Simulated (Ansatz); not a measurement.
# C3H6AlN: a ladder of functionals and wavefunction methods

The task here is to estimate one member of a computed series from the others.

Computed with Ansatz 0.2.0, Gaussian basis. Level: functionals in def2-TZVPP, the program's frozen cores in correlated methods.

Plan: PBE-D4, r2SCAN-D4, PBE0-D4, B3LYP-D4, ωB97X-V, ωB97M-V, B2PLYP; CCSD(T)/def2-TZVPP; MP2/def2-QZVPP; extrapolation to the limit.

## Structure used throughout

An earlier PBE0-D4 in a triple-zeta def2 set relaxation fixed the geometry.

SMILES `N=[CH][Al]1[CH2][CH2]1`, 11 atoms, charge 0, spin multiplicity 1.

Atoms are counted from 1 here; the program's logs count them from 0.

Bond lengths: N1–C2 1.274 Å, N1–H6 1.023 Å, C2–Al3 1.978 Å, C2–H7 1.097 Å, Al3–C4 1.903 Å, Al3–C5 1.902 Å, C4–C5 1.591 Å, C4–H8 1.089 Å, C4–H9 1.089 Å, C5–H10 1.089 Å, C5–H11 1.089 Å. Angles: C2–N1–H6 111.9°, N1–C2–Al3 123.2°, N1–C2–H7 114.8°, Al3–C2–H7 121.9°, C2–Al3–C4 149.7°, C2–Al3–C5 160.8°, C4–Al3–C5 49.4°, Al3–C4–C5 65.2°, Al3–C4–H8 122.0°, Al3–C4–H9 122.7°, C5–C4–H8 114.3°, C5–C4–H9 114.5°, H8–C4–H9 109.9°, Al3–C5–C4 65.3°, Al3–C5–H10 122.4°, Al3–C5–H11 122.0°, C4–C5–H10 114.7°, C4–C5–H11 114.5° and more.

The first run:

Contents of in.yaml:

```yaml
crystal:
  periodic: [false, false, false]
  atoms:
    - {symbol: N, position_ang: [0.062231, 2.870849, 0.940696]}
    - {symbol: C, position_ang: [0.807999, 2.073910, 0.284406]}
    - {symbol: Al, position_ang: [0.318683, 0.194557, -0.093540]}
    - {symbol: C, position_ang: [-0.921724, -1.241724, 0.050461]}
    - {symbol: C, position_ang: [0.419588, -1.595237, -0.729639]}
    - {symbol: H, position_ang: [-0.806908, 2.421500, 1.238864]}
    - {symbol: H, position_ang: [1.755074, 2.507316, -0.060351]}
    - {symbol: H, position_ang: [-1.821954, -1.290086, -0.560313]}
    - {symbol: H, position_ang: [-1.068892, -1.802158, 0.972239]}
    - {symbol: H, position_ang: [0.280984, -1.849838, -1.778915]}
    - {symbol: H, position_ang: [1.040218, -2.346089, -0.243207]}
basis:
  gaussian: {orbitals: def2-TZVPP}
hamiltonian: {xc: pbe, dispersion: d4}
output: {forces: true, orbitals: {seedname: orbitals}}
```

Command:

```console
$ ansatz run in.yaml --threads 4 --pin off --events-out ev --progress --plain --max-ram 10444MiB
```

Steps of the session up to this table: PBE-D4 (GGA); r2SCAN-D4 (meta-GGA); PBE0-D4 (hybrid); B3LYP-D4 (hybrid); ωB97X-V (range-separated); ωB97M-V (range-separated); B2PLYP (double hybrid); CCSD(T) in def2-TZVPP; MP2 in def2-QZVPP.

One table of the session follows, with a row left open; its other results are not shown here.

```
            method  atomisation energy (kcal/mol)
            PBE-D4                          998.7
         r2SCAN-D4                          972.3
           PBE0-D4                          976.3
          B3LYP-D4                          970.8
           ωB97X-V                          972.1
           ωB97M-V                          973.9
            B2PLYP                          960.2
     HF/def2-TZVPP                          678.5
    MP2/def2-TZVPP                          957.8
   CCSD/def2-TZVPP                          923.3
CCSD(T)/def2-TZVPP                          941.1
           MP2/CBS                          984.4
       CCSD(T)/CBS                              ?
```

**Question.** Estimate the row for CCSD(T)/CBS.

The run gave: atomisation energy (kcal/mol): 967.7. In the column «atomisation energy (kcal/mol)» it lies between B2PLYP (960.2) and B3LYP-D4 (970.8).
